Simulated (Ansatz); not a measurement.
# Mg3Pd5: the cost of one run

Method: DFT PBEsol, scalar-relativistic, plane waves, PAW, in Ansatz 0.2.0.

1 further run of the same task is left out (it didn't finish).

## 1. The structure to begin with

It takes space group Pbam (No. 55, orthorhombic). The conventional cell has a = 5.469 Å, b = 10.665 Å, c = 4.214 Å, α = 90.00°, β = 90.00°, γ = 90.00°. Mg (site symmetry 2/m) has 8 Pd at 2.62 to 2.73 Å as nearest neighbours. Mg (site symmetry m) has 10 Pd at 2.68 to 2.86 Å as nearest neighbours. Around Pd (site symmetry m) lie 6 Mg at 2.62 to 2.82 Å and 7 Pd at 2.87 to 3.10 Å. Pd (site symmetry m) has 5 Mg at 2.66 to 2.86 Å and 7 Pd at 2.74 to 2.96 Å as nearest neighbours. Pd (site symmetry 2/m) is surrounded by 6 Mg at 2.72 to 2.73 Å and 6 Pd at 2.78 to 2.99 Å.

As a file:

```xyz
16
Lattice="5.4689 0.0000 0.0000 0.0000 10.6649 0.0000 0.0000 0.0000 4.2136" Properties=species:S:1:pos:R:3 pbc="T T T"
Mg    2.7344    0.0000    0.0000
Mg    0.0000    5.3324    0.0000
Mg    3.6483    6.7903    2.1068
Mg    1.8205    3.8746    2.1068
Mg    4.5550    1.4579    2.1068
Mg    0.9139    9.2070    2.1068
Pd    3.7183    9.4676    2.1068
Pd    1.7505    1.1973    2.1068
Pd    4.4850    4.1352    2.1068
Pd    0.9839    6.5297    2.1068
Pd    4.9228    7.9345    0.0000
Pd    0.5461    2.7304    0.0000
Pd    3.2805    2.6021    0.0000
Pd    2.1884    8.0628    0.0000
Pd    2.7344    5.3324    0.0000
Pd    0.0000    0.0000    0.0000
```

The structure comes from the Materials Project (structure only).

## 2. One atom moved

What differs from the listed cell: atom 14 (Pd) moved by 0.04 Å.

Input file input.yaml:

```yaml
crystal:
  lattice:
    - [5.46888319, 0.0, 0.0]
    - [0.0, 10.6648641501, 0.0]
    - [0.0, 0.0, 4.21355893]
  atoms:
    - { symbol: Mg, position: [0.5, 0.0, 0.0] }
    - { symbol: Mg, position: [0.0, 0.5, 0.0] }
    - { symbol: Mg, position: [0.66710809, 0.63669737, 0.5] }
    - { symbol: Mg, position: [0.33289191, 0.36330263, 0.5] }
    - { symbol: Mg, position: [0.83289191, 0.13669737, 0.5] }
    - { symbol: Mg, position: [0.16710809, 0.86330263, 0.5] }
    - { symbol: Pd, position: [0.67990909, 0.88773814, 0.5] }
    - { symbol: Pd, position: [0.32009091, 0.11226186, 0.5] }
    - { symbol: Pd, position: [0.82009091, 0.38773814, 0.5] }
    - { symbol: Pd, position: [0.17990909, 0.61226186, 0.5] }
    - { symbol: Pd, position: [0.90015271, 0.74398374, 0.0] }
    - { symbol: Pd, position: [0.09984729, 0.25601626, 0.0] }
    - { symbol: Pd, position: [0.59984729, 0.24398374, 0.0] }
    - { symbol: Pd, position: [0.4068304902, 0.7539121544, -0.0032490349] }
    - { symbol: Pd, position: [0.5, 0.5, 0.0] }
    - { symbol: Pd, position: [0.0, 0.0, 0.0] }
basis:
  ecutwfc: 420
kpoints:
  mp_grid: { grid: [6, 4, 8] }
hamiltonian:
  xc: pbesol
scf:
  occupations: { method: gaussian, width: 0.1 }
output:
  forces: true
  stress: true
  eigenvalues: true
```

Command:

```bash
$ ansatz run input.yaml --threads 4 --pin off --max-ram 7168MiB --backend cpu --events-out ev --progress --plain --runs-dir out
```

What time and memory should one allow on 4 threads of AMD EPYC 7R43 (Zen 3), shared host?

About 82 s, with a peak of 2.6 GiB.
